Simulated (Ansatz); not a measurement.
The system is PBr.

```
Br P
1.0
     4.93856    0.00000    0.00000
    -2.06239    5.19450    0.00000
    -0.69678   -0.65377    6.23326
Br P
2 2
Direct
  0.66580 0.85501 0.24276
  0.33420 0.14499 0.75724
  0.64072 0.49976 0.63187
  0.35928 0.50024 0.36813
```

The cell comes from a database or a generator and needn't be the stable form of this composition.

* Program: Ansatz 0.2.0
* Task: relaxation of cell and atoms
* Functional: PBE
* Potentials or basis: Ansatz PAW
* Cutoff: 420 eV (not typed: the program's choice for these potentials)
* k mesh: 6 × 5 × 5
* Occupations: fermi-dirac, width 0.05 eV
* Spin: no spin polarisation

At the start: volume 39.98 Å³/atom.

**Question.** Where does the relaxation end?

**Answer.** It ends after 18 steps and the volume is 40.52 Å³/atom (+1.4 %); space group P-1 (No. 2, to 0.05 Å).

Step by step:
| step | energy change (eV) | largest force (eV/Å) | volume (Å³) |
| --- | --- | --- | --- |
| 1 | 0.0000 | 0.0789 | 159.90 |
| 2 | -0.0122 | 0.0674 | 163.16 |
| 3 | -0.0226 | 0.0394 | 167.00 |
| 4 | -0.0264 | 0.0252 | 169.83 |
| 5 | -0.0282 | 0.0179 | 170.96 |
| 6 | -0.0307 | 0.0205 | 171.62 |
| 7 | -0.0322 | 0.0171 | 170.34 |
| 8 | -0.0350 | 0.0487 | 165.69 |
| 9 | -0.0366 | 0.0077 | 161.43 |
| 10 | -0.0370 | 0.0202 | 161.04 |
| 11 | -0.0376 | 0.0120 | 159.53 |
| 12 | -0.0377 | 0.0060 | 158.47 |
| 13 | -0.0378 | 0.0076 | 158.51 |
| 14 | -0.0388 | 0.0075 | 158.51 |
| 15 | -0.0391 | 0.0070 | 159.49 |
| 16 | -0.0392 | 0.0116 | 161.48 |
| 17 | -0.0392 | 0.0059 | 162.10 |
| 18 | -0.0395 | 0.0059 | 162.10 |

Final structure:
```
CELL_PARAMETERS angstrom
4.49047 -0.02555 0.15371
-1.90214 5.71626 0.09684
-0.43617 -0.52125 6.29718
ATOMIC_POSITIONS crystal
Br 0.69912 0.80509 0.21966
Br 0.30088 0.19491 0.78034
P 0.64802 0.49247 0.62463
P 0.35198 0.50753 0.37537
```

Caveat: the plane-wave basis is chosen anew once the cell has moved, so the energies of steps on either side of that aren't comparable.
